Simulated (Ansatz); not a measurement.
# CH5NZn: up Jacob's ladder to CCSD(T)

How much do the methods differ for CH5NZn? The plan is to run it at one geometry with functionals of several rungs and with coupled cluster. The yardstick is the atomisation energy at the CCSD(T) limit.

The runs use Ansatz 0.2.0, Gaussian basis; functionals in def2-TZVPP, the program's frozen cores in correlated methods.

Levels to be run: LDA (SPW92), PBE-D4, revPBE-D4, BLYP-D4, r2SCAN-D4, B97M-V, PBE0-D4, B3LYP-D4, r2SCANh-D4, r2SCAN0-D4, HSE06-D4, BHLYP-D4, CAM-B3LYP-D4, LC-ωPBE, ωB97X-V, ωB97M-V, B2PLYP, PBE-QIDH; CCSD(T)/def2-SVP; CCSD(T)/def2-TZVPP; MP2/def2-QZVPP; extrapolation to the limit; RPA on PBE.

## Step 1: The geometry

The geometry comes from an earlier relaxation with PBE0-D4 in a triple-zeta def2 set; it is a stationary point, not always the lowest conformer.

SMILES `C[NH][ZnH]`, 8 atoms, charge 0, spin multiplicity 1.

Atoms are counted from 1 here; the program's logs count them from 0.

Bond lengths: C1–N2 1.444 Å, C1–H4 1.099 Å, C1–H5 1.093 Å, C1–H6 1.099 Å, N2–Zn3 1.809 Å, N2–H7 1.007 Å, Zn3–H8 1.521 Å. Angles: N2–C1–H4 112.8°, N2–C1–H5 110.6°, N2–C1–H6 112.8°, H4–C1–H5 106.5°, H4–C1–H6 107.3°, H5–C1–H6 106.5°, C1–N2–Zn3 128.3°, C1–N2–H7 112.0°, Zn3–N2–H7 119.7°, N2–Zn3–H8 179.9°.

## Step 2: LDA

This LDA is Slater exchange with PW92 correlation.

Input file in.yaml:

```yaml
crystal:
  periodic: [false, false, false]
  atoms:
    - {symbol: C, position_ang: [-0.678650, 0.810389, -0.194809]}
    - {symbol: N, position_ang: [0.576159, 0.130629, 0.023867]}
    - {symbol: Zn, position_ang: [0.860858, -1.631806, 0.318249]}
    - {symbol: H, position_ang: [-0.728137, 1.307280, -1.173752]}
    - {symbol: H, position_ang: [-1.510730, 0.101885, -0.164130]}
    - {symbol: H, position_ang: [-0.889048, 1.571938, 0.569046]}
    - {symbol: H, position_ang: [1.357723, 0.765697, -0.000265]}
    - {symbol: H, position_ang: [1.103924, -3.113010, 0.565993]}
basis:
  gaussian: {orbitals: def2-TZVPP}
hamiltonian: {xc: lda}
output: {orbitals: {seedname: orbitals}}
```

Launch:

```sh
ansatz run in.yaml --threads 2 --pin off --events-out ev --progress --plain --max-ram 4352MiB
```

Further steps of the session: PBE-D4 (GGA); revPBE-D4 (GGA); BLYP-D4 (GGA); r2SCAN-D4 (meta-GGA); B97M-V (meta-GGA); PBE0-D4 (hybrid); B3LYP-D4 (hybrid); r2SCANh-D4 (hybrid); r2SCAN0-D4 (hybrid); HSE06-D4 (hybrid); BHLYP-D4 (hybrid); CAM-B3LYP-D4 (range-separated); LC-ωPBE (range-separated); ωB97X-V (range-separated); ωB97M-V (range-separated); B2PLYP (double hybrid); PBE-QIDH (double hybrid); CCSD(T) in def2-SVP; CCSD(T) in def2-TZVPP; MP2 in def2-QZVPP; RPA on PBE orbitals.

Before running them: what should the planned runs give, taken together? Wanted: atomisation energy, CCSD(T)/CBS; farthest beyond LDA; mean size of error, GGA; mean size of error, meta-GGA; mean size of error, hybrid; mean size of error, range-separated; mean size of error, double hybrid; gap, smallest and largest; T1 diagnostic.

The runs gave:

```
                               quantity                                                                value
        atomisation energy, CCSD(T)/CBS                                                        2414.6 kJ/mol
 functionals within 12.1 kJ/mol (0.5 %)  BLYP-D4, r2SCAN-D4, B97M-V, PBE0-D4, B3LYP-D4, r2SCANh-D4, HSE06-D4
                    farthest beyond LDA                                              BHLYP-D4 (-68.5 kJ/mol)
                mean size of error, GGA                                                          21.7 kJ/mol
           mean size of error, meta-GGA                                                           6.6 kJ/mol
             mean size of error, hybrid                                                          18.5 kJ/mol
    mean size of error, range-separated                                                          21.8 kJ/mol
      mean size of error, double hybrid                                                          18.7 kJ/mol
              gap, smallest and largest                                3.63 eV (BLYP-D4), 10.29 eV (LC-ωPBE)
                          T1 diagnostic                                                               0.0154
triples share of the correlation energy                                                                3.3 %
```

The LDA atomisation energy is off by 365.1 kJ/mol (15 %): it overbinds. PBE-D4 misses by +43.3 kJ/mol. Double hybrids carry the basis error of their MP2 part in triple zeta, and no dispersion term here, so their miss is partly the set-up's. By mean error the best rung here is meta-GGA (6.6 kJ/mol) and the worst beyond LDA is range-separated (21.8 kJ/mol). Misses under about 12.1 kJ/mol are within the doubt on the reference itself, which lacks core-valence correlation, relativity and higher excitations. Hartree-Fock recovers 70 % of the binding; the rest is correlation. CCSD(T) in def2-SVP is off by -154.3 kJ/mol, worse than the median functional, from the basis alone. Orbital gaps span 3.6 to 10.3 eV; exact exchange widens them. For Zn the d shell is correlated and the shells below it are frozen.
